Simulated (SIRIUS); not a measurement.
The system is AlIn.

```
Al In
1.0
     3.05413    0.00000    0.00000
    -1.52707    2.64496    0.00000
     0.00000    0.00000    5.82802
Al In
1 1
Direct
  0.00000 0.00000 0.00000
  0.00000 0.00000 0.50000
```

The cell was built by a generator and needn't be a form met in nature.

* Program: SIRIUS 7.10.0
* Task: single point
* Functional: PBE
* Potentials or basis: PseudoDojo 0.4.1 PBE standard (scalar relativistic)
* Cutoff: 960 eV
* Density cutoff: 3840 eV
* k mesh: 10 × 10 × 5
* Occupations: fermi-dirac, width 0.05 eV
* Spin: no spin polarisation

On this cell: pressure -0.2 GPa; largest force under 0.003 eV/Å; band gap on the k mesh none (metal or under the smearing width).

The same run follows on a disturbed copy (atoms moved at random, drawn with an rms of 0.05 Å):

```
Al In
1.0
     3.05413    0.00000    0.00000
    -1.52707    2.64496    0.00000
     0.00000    0.00000    5.82802
Al In
1 1
Direct
  0.00860 0.01871 0.00500
  0.01233 0.00184 0.50688
```

Problem. What changes?

Solution. The energy (extrapolated to zero smearing) moves by +0.1 meV/atom; pressure -0.2 GPa; largest force 0.034 eV/Å; band gap on the k mesh none (metal or under the smearing width).

Forces in eV/Å, atoms in the order of the input:
```
Al  -0.002  0.002  0.034
In   0.002 -0.002 -0.034
```

Stress tensor (GPa, compression positive):
```
 0.17  0.00 -0.01
 0.00  0.17  0.01
-0.01  0.01 -0.89
```
